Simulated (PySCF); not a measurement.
# C7H5F2: the cost of one run

Computed with PySCF 2.14.0 and routines of our own; the level stands in each step. Atoms count from 0.

## 1. The starting structure

14 atoms, charge 1, multiplicity 1; geometry from: GFN2-xTB.

## 2. Magnetic properties: GIAO BHandHLYP/pcSseg-1

Job settings and geometry (Å):

```
{"job": {"kind": "mag", "xc": "BHandHLYP", "basis": "pcSseg-1", "isotopologues": 0}, "charge": 1, "multiplicity": 1}
C      2.449061     0.655384    -0.897157
C      1.541073     0.334250    -0.185083
C      0.500489    -0.110464     0.747925
F      1.014947    -0.480306     1.936997
C     -0.465299     1.009866     0.802091
C     -1.506805     0.802533    -0.087878
C     -1.417116    -0.469497    -0.624954
C     -0.356343    -1.247321     0.032542
F      0.312783    -2.083413    -0.773265
H      3.270069     0.916544    -1.506316
H     -0.329092     1.855252     1.462334
H     -2.267255     1.527436    -0.331523
H     -1.979869    -0.857110    -1.463157
H     -0.767322    -1.853627     0.865277
```

Level: GIAO BHandHLYP/pcSseg-1 magnetisability, rotational g tensor and spin-rotation constants, non-relativistic, gas phase.

Run with:

```console
$ OMP_NUM_THREADS=1 python excited_run.py task.json out
```

One launch serves the whole session: the jobs run in the order shown.

Q: Estimate the wall time and peak memory of this first job on 1 thread of Arm Neoverse N1, shared host.

About 49 s, with a peak of 0.79 GiB.
